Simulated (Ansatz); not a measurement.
I need a test of the smearing width of NaB, space group Fm-3m. Use the Ansatz DFT code, driven from Python. Level of theory (first run): PBE, PAW, the default cutoff (420 eV here), 8×8×8 k-points, cold smearing of 0.3 eV. The script varies width (eV): 0.3, 0.2, 0.1, 0.05.

```xyz
2
Lattice="0.0000 2.6839 2.6839 2.6839 0.0000 2.6839 2.6839 2.6839 0.0000" Properties=species:S:1:pos:R:3 pbc="T T T"
Na    0.0000    0.0000    0.0000
B     2.6839    2.6839    2.6839
```

`smear.py`
```python
import csv
import warnings

import ansatz as az

warnings.simplefilter("ignore", az.DeckWarning)

crystal = (
    az.Lattice.fcc(5.367738)
    .space_group(225)
    .atom("Na", (0.0, 0.0, 0.0))
    .atom("B", (0.5, 0.0, 0.0))
    .primitive()
)

base = (
    crystal.calculation()
    .functional("pbe")
    .kpoints(8, center="gamma")
    .band_table()
)

rows = []
for value in [0.3, 0.2, 0.1, 0.05]:
    data = base.occupations("cold", width=value).run().report
    rows.append((value, data["free_energy_ev"] / len(data["lattice"]["sites"]), data["n_iterations"], data["gap_by_band_count_ev"], data["n_kpoints"]))

with open("smear.csv", "w", newline="") as handle:
    writer = csv.writer(handle)
    writer.writerow(["width (eV)", "F/atom (eV)", "iterations", "gap by band count (eV)", "k-points"])
    writer.writerows([round(v, 5) if isinstance(v, float) else v for v in row] for row in rows)

for row in rows[:-1]:
    shift = 1000 * (row[1] - rows[-1][1])
    print(f"{row[0]}: {shift:+.2f} meV/atom" + ("  (within 2 meV)" if abs(shift) < 2 else ""))
```

```console
$ python smear.py
0.3: -0.18 meV/atom  (within 2 meV)
0.2: +0.05 meV/atom  (within 2 meV)
0.1: +0.10 meV/atom  (within 2 meV)
```

It writes `smear.csv`:
```csv
width (eV),F/atom (eV),iterations,gap by band count (eV),k-points
0.3,-819.31289,6,-2.8981,29
0.2,-819.31266,6,-2.89761,29
0.1,-819.31261,5,-2.89648,29
0.05,-819.31271,5,-2.89543,29
```

Reading the output:
- The mesh is modest for a metal, so energies can be off by several to tens of meV an atom and pressures by half a GPa or more; differences at equal mesh fare better.
- A gap by band count of zero or less means overlapping bands, a metal.
- The narrowest width needs the finest mesh, so the last row is no converged reference.
- This cell is a computed structure, which may not be the phase found in nature.
- Gaps and levels are Kohn-Sham values on a finite set of k-points.

(Lines on the test bed's own set-up are left out of the output.)
